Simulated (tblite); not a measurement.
# C6H9BCl2O: the cost of one run

The runs use tblite 0.8.0 and PySCF 2.14.0, with density-fitted response routines of our own; the level of theory stands in each step. All values are computed, except where a source is named. Atoms are numbered from 0 throughout.

## Step 1: The molecule as given

19 atoms, charge 0, multiplicity 1; geometry from: force field or distance geometry start.

Bonds of the start (Å): O0–C1 1.23, C1–C2 1.50, C2–B3 1.56, B3–Cl4 1.87, B3–C5 1.61, C5–C6 1.53, C6–C7 1.51, C7–C8 1.47, C8–Cl9 1.80, C8–C2 1.48, C1–H10 1.11, C2–H11 1.10, C5–H12 1.11, C5–H13 1.09, C6–H14 1.12, C6–H15 1.10, C7–H16 1.12, C7–H17 1.11, C8–H18 1.12.

## Step 2: Relaxing the molecule with GFN2-xTB

The job: settings as JSON, then the geometry in Å.

```
{"job": {"kind": "relax", "xc": "GFN2-xTB", "basis": "xTB"}, "charge": 0, "multiplicity": 1}
O      2.433000     0.436100    -1.509800
C      2.305900     0.029100    -0.355700
C      1.093500     0.371400     0.460600
B      0.476700    -1.002400     0.886200
Cl     1.702600    -2.336600     1.358700
C     -0.938900    -1.455000     0.272000
C     -1.774100    -0.177100     0.352900
C     -1.158700     0.749900    -0.661700
C      0.214600     1.207400    -0.395600
Cl     0.093600     2.876400     0.273900
H      3.102400    -0.600400     0.097500
H      1.393500     0.923900     1.362500
H     -0.822400    -1.768700    -0.789400
H     -1.357700    -2.263500     0.866900
H     -1.623500     0.243100     1.379300
H     -2.825600    -0.414800     0.132900
H     -1.221100     0.205600    -1.634400
H     -1.829400     1.637900    -0.717600
H      0.725600     1.346900    -1.386600
```

Started as:

```sh
$ OMP_NUM_THREADS=1 python probes_run.py task.json out
```

This one command runs all jobs of the session in turn.

Q: Estimate the wall time of this first job on 1 thread of Arm Neoverse N1, shared host.

About 2 s.
